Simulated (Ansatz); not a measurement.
Relaxation of a periodic cell of 17 atoms, Si (host Si, host structure diamond, interstitial Si), to a largest force component of 0.03 eV/Å in at most 60 steps.

Computed with DFT PBE, scalar-relativistic, plane waves, PAW (Ansatz 0.2.0). Settings: PAW set soft_1, cutoff 420 eV, k mesh 2x2x2, gaussian smearing 0.05 eV, no spin polarisation.

```xyz
17
Lattice="0.0000 5.4300 5.4300 5.4300 0.0000 5.4300 5.4300 5.4300 0.0000" Properties=species:S:1:pos:R:3:forces:R:3
Si 0.000 0.000 0.000 -0.07 0.08 -0.08
Si 1.357 1.357 1.357 0.00 -0.53 0.01
Si 2.715 2.715 0.000 0.52 -0.53 -0.56
Si 4.072 4.072 1.357 0.54 0.00 0.00
Si 2.715 0.000 2.715 0.07 0.06 0.07
Si 4.072 1.357 4.072 0.00 0.00 0.00
Si 5.430 2.715 2.715 -0.06 -0.07 0.08
Si 6.787 4.072 4.072 -0.02 0.02 -0.49
Si 0.000 2.715 2.715 -0.53 -0.50 0.49
Si 1.357 4.072 4.072 0.00 -0.01 0.53
Si 2.715 5.430 2.715 0.53 0.57 0.54
Si 4.072 6.787 4.072 0.03 -0.02 0.02
Si 2.715 2.715 5.430 0.08 -0.07 -0.06
Si 4.072 4.072 6.787 -0.48 0.01 -0.01
Si 5.430 5.430 5.430 -0.42 0.41 -0.41
Si 6.787 6.787 6.787 -0.02 0.49 -0.02
Si 1.377 4.063 1.370 -0.18 0.09 -0.12
```

Question: Where does it end, and by what steps?

Answer: The run converged. The force dipped under the threshold on the way, but the program's further checks kept it going. After 3 steps the energy has fallen by 0.123 eV; Si11 moved furthest, 0.04 Å.

```tsv
step	energy less start (eV)	largest force component (eV/Å)	accepted
0	0.0000	0.568	yes
1	-0.1112	0.182	yes
2	-0.1235	0.013	yes
3	-0.1235	0.013	yes
```

```xyz
17
Lattice="0.0000 5.4300 5.4300 5.4300 0.0000 5.4300 5.4300 5.4300 0.0000" Properties=species:S:1:pos:R:3
Si -0.005 0.005 -0.005
Si 1.357 1.324 1.357
Si 2.740 2.690 -0.025
Si 4.106 4.073 1.357
Si 2.719 0.004 2.719
Si 4.072 1.358 4.072
Si 5.426 2.710 2.720
Si 6.789 4.071 4.039
Si -0.024 2.691 2.739
Si 1.357 4.073 4.106
Si 2.741 5.455 2.741
Si 4.078 6.785 4.076
Si 2.719 2.711 5.426
Si 4.040 4.071 6.788
Si 5.411 5.449 5.411
Si 6.789 6.821 6.789
Si 1.363 4.070 1.361
```

Whether the end is a true minimum wasn't checked by a vibrational analysis.

Run time: 19 s on 1 thread of Arm Neoverse V1, with other jobs on the host, peak memory 0.49 GiB.
